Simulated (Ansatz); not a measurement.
# BHBr (quartet): the correlation ladder at a displaced geometry (v1), cc-pVDZ

One table from this session's results is given with a row withheld; the runs are named, their logs left out.

Program: Ansatz 0.2.0, Gaussian basis. Level of theory: cc-pVDZ, core rule «outside noble gas», up to 15 orbitals frozen. These are calculated values, not measurements.

Plan: UHF; CCSD(T) on ROHF; CCSD(T) on UHF; BCCD(T) on ROHF; CISD as a restricted active space (open shells left free, so some higher excitations enter); CCSDT(Q) on ROHF; CCSDT(Q) on UHF; CASSCF and MRCISD+Q, 11 electrons in 9 orbitals; CASSCF and NEVPT2, 11 electrons in 9 orbitals.

35 further runs of the same task are left out: 6 for a known fault of the program, 12 that didn't finish, 17 set aside as unsound or not needed. Runs told in other sessions of the task aren't counted.

## The system

The geometry is a PBE0/def2-TZVP stationary point (not a proven minimum) with its atoms shifted at random (size 0.040 Å). No spin-orbit coupling is included. The filled d shell of Br may be among the frozen orbitals whatever the setting's name suggests.

3 atoms, charge 0, spin multiplicity 4.

Atoms are counted from 1 here; the program's logs count them from 0.

Bond lengths: B1–Br2 1.987 Å, B1–H3 1.329 Å. Angles: Br2–B1–H3 77.3°.

Coordinates:

```
B     0.0002   -0.1745    1.7254
Br   -0.0006    0.0092   -0.2531
H     0.0473    1.1424    1.5550
```

The first run:

Contents of in.yaml:

```yaml
crystal:
  periodic: [false, false, false]
  atoms:
    - {symbol: B, position_ang: [0.000208, -0.174536, 1.725421]}
    - {symbol: Br, position_ang: [-0.000625, 0.009204, -0.253065]}
    - {symbol: H, position_ang: [0.047339, 1.142392, 1.555005]}
basis:
  gaussian: {orbitals: cc-pVDZ}
magnetization: {spin_polarized: true, initial_magnetization: 3}
hamiltonian: {xc: hf}
output: {orbitals: {seedname: orbitals}}
```

Run with:

```bash
> ansatz run in.yaml --threads 1 --pin off --events-out ev --progress --plain --max-ram 2393MiB
```

Steps of the session up to this table: UHF; CCSD(T) on ROHF; CCSD(T) on UHF; BCCD(T) on ROHF; CISD as a restricted active space (open shells left free, so some higher excitations enter); CCSDT(Q) on ROHF; CCSDT(Q) on UHF; CASSCF and MRCISD+Q, 11 electrons in 9 orbitals; CASSCF and NEVPT2, 11 electrons in 9 orbitals.

One of the session's tables, all rows but one given; the rest of the session is left out.

It belongs to the step «Misses and costs». 

```
          method  from UCCSDT(Q) (kcal/mol)
            ROHF                    +125.88
             UHF                    +121.97
            RMP2                     +17.98
            UMP2                     +19.05
            CISD                     +10.94
           RCCSD                      +4.11
           UCCSD                      +3.97
        RCCSD(T)                      +0.79
        UCCSD(T)                      +0.77
         BCCD(T)                      +0.80
          RCCSDT                          ?
          UCCSDT                      +0.25
       RCCSDT(Q)                      +0.05
       UCCSDT(Q)                          0
  CASSCF valence                    +102.39
  NEVPT2 valence                     +22.56
  MRCISD valence                      +7.50
MRCISD+Q valence                      +0.52
```

**Question.** Estimate the row for RCCSDT.

**Answer.** from UCCSDT(Q) (kcal/mol): +0.29. In the column «from UCCSDT(Q) (kcal/mol)» it lies between UCCSDT (+0.25) and MRCISD+Q valence (+0.52).

Limits of these values: Restricted and unrestricted rows rest on different reference determinants; a gap between their highest levels can come from leftover correlation error, from unlike frozen cores or from another state.
